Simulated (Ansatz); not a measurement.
The system is NbTe.

```
Nb Te
1.0
     3.42570    0.00000    0.00000
     0.00000    3.42570    0.00000
     0.00000    0.00000    3.42570
Nb Te
1 1
Direct
  0.50000 0.50000 0.50000
  0.00000 0.00000 0.00000
```

The cell was built by a generator and needn't be a form met in nature.

* Program: Ansatz 0.2.0
* Task: relaxation of cell and atoms
* Functional: PBE
* Dispersion: D3(BJ)
* Potentials or basis: Ansatz PAW
* Cutoff: 420 eV (not typed: the program's choice for these potentials)
* k mesh: 8 × 8 × 8
* Occupations: fermi-dirac, width 0.05 eV
* Spin: no spin polarisation

At the start: volume 20.10 Å³/atom.

**Question.** How do energy, volume and symmetry change on relaxing?

**Answer.** It ends after 5 steps and the volume is 19.26 Å³/atom (-4.2 %); space group Pm-3m (No. 221, to 0.05 Å).

Step by step:
| step | energy change (eV) | largest force (eV/Å) | volume (Å³) |
| --- | --- | --- | --- |
| 1 | 0.0000 | 0.0000 | 40.20 |
| 2 | -0.0304 | 0.0000 | 38.76 |
| 3 | -0.0312 | 0.0000 | 38.51 |
| 4 | -0.0312 | 0.0000 | 38.52 |
| 5 | -0.0308 | 0.0000 | 38.52 |

Final structure:
```xyz
2
Lattice="3.3774 0.0000 0.0000 0.0000 3.3774 0.0000 0.0000 0.0000 3.3774" Properties=species:S:1:pos:R:3 pbc="T T T"
Nb    1.6887    1.6887    1.6887
Te    0.0000    0.0000    0.0000
```

Caveat: the plane-wave basis is chosen anew once the cell has moved, so the energies of steps on either side of that aren't comparable; pairwise dispersion overbinds metals, which lowers pressure and volume.
